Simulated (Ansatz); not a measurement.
# RbLaSn3: the cost of one run

Computed with Ansatz 0.2.0 (DFT PBE, scalar-relativistic, plane waves, PAW, unless a step names another level, unless a step's input says otherwise).

1 further run of the same task is left out (it didn't finish).

## (1) The structure to begin with

Symmetry: Pmmm, No. 47, orthorhombic system. The conventional cell has a = 4.707 Å, b = 5.199 Å, c = 7.286 Å, α = 90.00°, β = 90.00°, γ = 90.00°. Rb (site symmetry mmm) is surrounded by 12 Sn at 3.84 to 4.48 Å and 4 La at 4.34 Å. Around La (site symmetry mmm) lie 8 Sn at 3.33 to 3.51 Å. Sn (site symmetry mm2) is surrounded by 3 Sn at 3.11 to 3.14 Å and 2 La at 3.33 Å. Sn (site symmetry mmm) has 4 Sn at 3.14 Å and 4 La at 3.51 Å as nearest neighbours.

Structure file:

```cif
data_structure
_symmetry_space_group_name_H-M 'P 1'
_symmetry_Int_Tables_number 1
_cell_length_a 4.7072
_cell_length_b 5.1989
_cell_length_c 7.2863
_cell_angle_alpha 90.000
_cell_angle_beta 90.000
_cell_angle_gamma 90.000
_cell_volume 178.31
loop_
_atom_site_label
_atom_site_type_symbol
_atom_site_fract_x
_atom_site_fract_y
_atom_site_fract_z
_atom_site_occupancy
Rb1 Rb 0.00000 0.50000 0.50000 1
La1 La 0.50000 0.50000 0.00000 1
Sn1 Sn 0.50000 0.00000 0.71372 1
Sn2 Sn 0.50000 0.00000 0.28628 1
Sn3 Sn 0.00000 0.00000 0.00000 1
```

It came out lowest among 20 distinct ends of the trial cells. At a tolerance of 0.05 Å it has space group Pmmm (No. 47).

## (2) Tight relaxation for the response runs, on the response runs' mesh and smearing

The input, input.yaml:

```yaml
crystal:
  lattice:
    - [4.7072268305, 0.0, 0.0]
    - [0.0, 5.1988686267, 0.0]
    - [0.0, 0.0, 7.286337217]
  atoms:
    - { symbol: Rb, position: [0.0, 0.5, 0.5] }
    - { symbol: La, position: [0.5, 0.5, 0.0] }
    - { symbol: Sn, position: [0.5, 0.0, 0.7137183221] }
    - { symbol: Sn, position: [0.5, 0.0, 0.2862816779] }
    - { symbol: Sn, position: [0.0, 0.0, 0.0] }
basis:
  ecutwfc: 420
kpoints:
  mp_grid: { grid: [8, 6, 4] }
hamiltonian:
  xc: pbe
scf:
  occupations: { method: gaussian, width: 0.1 }
output:
  forces: true
  stress: true
  eigenvalues: true
  write_density: true
  write_potential: true
  elf: true
  volumetric_format: npy
relax:
  adjacent_minimum: "off"
  f_tol: 0.001
  max_steps: 60
  cell: { stress_tol: 0.01 }
```

Launch:

```sh
$ ansatz run input.yaml --threads 3 --pin off --max-ram 7680MiB --backend cpu --events-out ev --progress --plain --runs-dir out
```

Q: Estimate wall time and peak memory on 3 threads of Intel Xeon at 2.50GHz (Skylake/Cascade Lake), shared host.

About 61 s, with a peak of 0.73 GiB.
